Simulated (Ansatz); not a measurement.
# Ca5Sb2S2: the cost of one run

Program: Ansatz 0.2.0. Level of theory: DFT PBE, scalar-relativistic, plane waves, PAW. These are calculated values, not measurements.

1 further run of the same task is left out (it didn't finish).

### Step 1. The structure to begin with

The structure is hexagonal, space group P6/mmm (No. 191). Conventional cell: a = 5.420 Å, b = 5.420 Å, c = 8.740 Å, α = 90.00°, β = 90.00°, γ = 120.00°. Around Ca (site symmetry 3m) lie 1 S at 1.81 Å. Ca (site symmetry 6/mmm) has 6 S at 3.13 Å as nearest neighbours. Around Sb (site symmetry -6m2) lie 2 Ca at 2.56 Å. S (site symmetry -6m2) has 2 Ca at 1.81 Å as nearest neighbours.

Structure file:

```cif
data_structure
_symmetry_space_group_name_H-M 'P6/mmm'
_symmetry_Int_Tables_number 191
_cell_length_a 5.4197
_cell_length_b 5.4197
_cell_length_c 8.7404
_cell_angle_alpha 90.000
_cell_angle_beta 90.000
_cell_angle_gamma 120.000
_cell_volume 222.34
loop_
_atom_site_label
_atom_site_type_symbol
_atom_site_symmetry_multiplicity
_atom_site_Wyckoff_symbol
_atom_site_fract_x
_atom_site_fract_y
_atom_site_fract_z
_atom_site_occupancy
Ca1 Ca 4 h 0.33333 0.66667 0.20724 1
Ca2 Ca 1 a 0.00000 0.00000 0.00000 1
Sb1 Sb 2 d 0.33333 0.66667 0.50000 1
S1 S 2 c 0.33333 0.66667 0.00000 1
```

A structure generator made this guess: random cell by space group and Wyckoff sites (P6/mmm, No. 191). Lengths come from tabulated atomic sizes and are only a guess.

### Step 2. The guess as it stands, on a coarse mesh

File input.yaml:

```yaml
crystal:
  lattice:
    - [5.41969312, 0.0, 0.0]
    - [-2.70984656, 4.69359193, 0.0]
    - [0.0, 0.0, 8.74043387]
  atoms:
    - { symbol: Ca, position: [0.33333333, 0.66666667, 0.20724412] }
    - { symbol: Ca, position: [0.33333333, 0.66666667, 0.79275588] }
    - { symbol: Ca, position: [0.66666667, 0.33333333, 0.79275588] }
    - { symbol: Ca, position: [0.66666667, 0.33333333, 0.20724412] }
    - { symbol: Ca, position: [0.0, 0.0, 0.0] }
    - { symbol: Sb, position: [0.33333333, 0.66666667, 0.5] }
    - { symbol: Sb, position: [0.66666667, 0.33333333, 0.5] }
    - { symbol: S, position: [0.33333333, 0.66666667, 0.0] }
    - { symbol: S, position: [0.66666667, 0.33333333, 0.0] }
basis:
  ecutwfc: 420
kpoints:
  mp_grid: { grid: [6, 6, 2] }
hamiltonian:
  xc: pbe
scf:
  occupations: { method: gaussian, width: 0.1 }
  lower_state_search: "off"
output:
  forces: true
  stress: true
  eigenvalues: true
```

Command:

```sh
$ ansatz run input.yaml --threads 1 --pin off --max-ram 2560MiB --backend cpu --events-out ev --progress --plain --runs-dir out
```

**Question.** How long does this run take on 1 thread of Arm Neoverse V2, shared host, and how much memory does it need?

About 10 s, with a peak of 0.5 GiB.
